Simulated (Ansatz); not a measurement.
**B2F2H4S2: a ladder of functionals and wavefunction methods**

An exercise on one series of results from a longer session: the logs are not shown, and one member is left open.

Method: functionals in def2-TZVPP, the program's frozen cores in correlated methods; program: Ansatz 0.2.0, Gaussian basis.

Plan: LDA (SPW92), PBE-D4, revPBE-D4, BLYP-D4, r2SCAN-D4, B97M-V, PBE0-D4, B3LYP-D4, r2SCANh-D4, r2SCAN0-D4, HSE06-D4, BHLYP-D4, CAM-B3LYP-D4, LC-ωPBE, ωB97X-V, ωB97M-V, B2PLYP, PBE-QIDH; CCSD(T)/def2-SVP; CCSD(T)/def2-TZVPP; MP2/def2-QZVPP; extrapolation to the limit; RPA on PBE.

### Structure used throughout

The geometry comes from an earlier relaxation with PBE0-D4 in a triple-zeta def2 set; it is a stationary point, not always the lowest conformer.

SMILES `F[B@H-]1[SH+][B@@H-](F)[SH+]1`, 10 atoms, charge 0, spin multiplicity 1.

Atoms are counted from 1 here; the program's logs count them from 0.

Bond lengths: F1–B2 1.350 Å, B2–S3 2.007 Å, B2–S6 2.007 Å, B2–H7 1.198 Å, S3–B4 2.007 Å, S3–H8 1.341 Å, B4–F5 1.350 Å, B4–S6 2.007 Å, B4–H9 1.198 Å, S6–H10 1.341 Å. Angles: F1–B2–S3 111.3°, F1–B2–S6 111.3°, F1–B2–H7 118.9°, S3–B2–S6 93.7°, S3–B2–H7 109.3°, S6–B2–H7 109.3°, B2–S3–B4 82.6°, B2–S3–H8 98.7°, B4–S3–H8 98.7°, S3–B4–F5 111.3°, S3–B4–S6 93.7°, S3–B4–H9 109.3°, F5–B4–S6 111.3°, F5–B4–H9 118.9°, S6–B4–H9 109.3°, B2–S6–B4 82.6°, B2–S6–H10 98.7°, B4–S6–H10 98.7°.

Coordinates:

```mol
B2F2H4S2
  3D, bonds by distance, orders not assigned

 10 10  0  0  0  0  0  0  0  0999 V2000
   -0.8658    1.3450   -1.9782 F   0  0
   -0.7347    0.3882   -1.0346 B   0  0
    1.1259   -0.3645   -1.0114 S   0  0
    0.9081   -0.1541    0.9729 B   0  0
    2.0067    0.3967    1.5321 F   0  0
   -0.5742    1.1882    0.7993 S   0  0
   -1.5266   -0.5103   -1.0076 H   0  0
    0.8199   -1.6665   -1.1126 H   0  0
    0.4715   -1.1699    1.4341 H   0  0
   -1.5478    0.4961    1.4091 H   0  0
  1  2  8  0
  2  3  8  0
  3  4  8  0
  4  5  8  0
  4  6  8  0
  2  7  8  0
  3  8  8  0
  4  9  8  0
  6 10  8  0
  2  6  8  0
M  END
```

Set-up of the first run:

in.yaml reads:

```yaml
crystal:
  periodic: [false, false, false]
  atoms:
    - {symbol: F, position_ang: [-0.865781, 1.345041, -1.978242]}
    - {symbol: B, position_ang: [-0.734680, 0.388203, -1.034592]}
    - {symbol: S, position_ang: [1.125925, -0.364526, -1.011362]}
    - {symbol: B, position_ang: [0.908065, -0.154108, 0.972879]}
    - {symbol: F, position_ang: [2.006728, 0.396748, 1.532067]}
    - {symbol: S, position_ang: [-0.574176, 1.188203, 0.799297]}
    - {symbol: H, position_ang: [-1.526624, -0.510329, -1.007650]}
    - {symbol: H, position_ang: [0.819926, -1.666455, -1.112650]}
    - {symbol: H, position_ang: [0.471461, -1.169949, 1.434076]}
    - {symbol: H, position_ang: [-1.547845, 0.496070, 1.409079]}
basis:
  gaussian: {orbitals: def2-TZVPP}
hamiltonian: {xc: lda}
output: {orbitals: {seedname: orbitals}}
```

Among the steps run: LDA; PBE-D4 (GGA); revPBE-D4 (GGA); BLYP-D4 (GGA); r2SCAN-D4 (meta-GGA); B97M-V (meta-GGA); PBE0-D4 (hybrid); B3LYP-D4 (hybrid); r2SCANh-D4 (hybrid); r2SCAN0-D4 (hybrid); HSE06-D4 (hybrid); BHLYP-D4 (hybrid); CAM-B3LYP-D4 (range-separated); LC-ωPBE-D4 (range-separated; the results give it without D4); ωB97X-V (range-separated); ωB97M-V (range-separated); B2PLYP (double hybrid); PBE-QIDH (double hybrid).

One of the session's tables, all rows but one given; the rest of the session is left out.

It belongs to the step «Frontier levels by functional». 

| functional | HOMO (eV) | gap (eV) |
| --- | --- | --- |
| LDA (SPW92) | -7.31 | 5.39 |
| PBE-D4 | -7.20 | 5.47 |
| revPBE-D4 | ? | ? |
| BLYP-D4 | -7.12 | 5.46 |
| r2SCAN-D4 | -7.54 | 6.10 |
| B97M-V | -7.63 | 6.01 |
| PBE0-D4 | -8.61 | 7.77 |
| B3LYP-D4 | -8.40 | 7.30 |
| r2SCANh-D4 | -8.05 | 6.94 |
| r2SCAN0-D4 | -8.82 | 8.18 |
| HSE06-D4 | -8.20 | 6.99 |
| BHLYP-D4 | -9.85 | 9.89 |
| CAM-B3LYP-D4 | -10.00 | 10.17 |
| LC-ωPBE | -11.29 | 12.73 |
| ωB97X-V | -10.98 | 12.23 |
| ωB97M-V | -10.82 | 11.82 |

**Question.** Estimate the row for revPBE-D4.

**Answer.** HOMO (eV): -7.15; gap (eV): 5.50. In the column «HOMO (eV)» it lies between PBE-D4 (-7.20) and BLYP-D4 (-7.12).
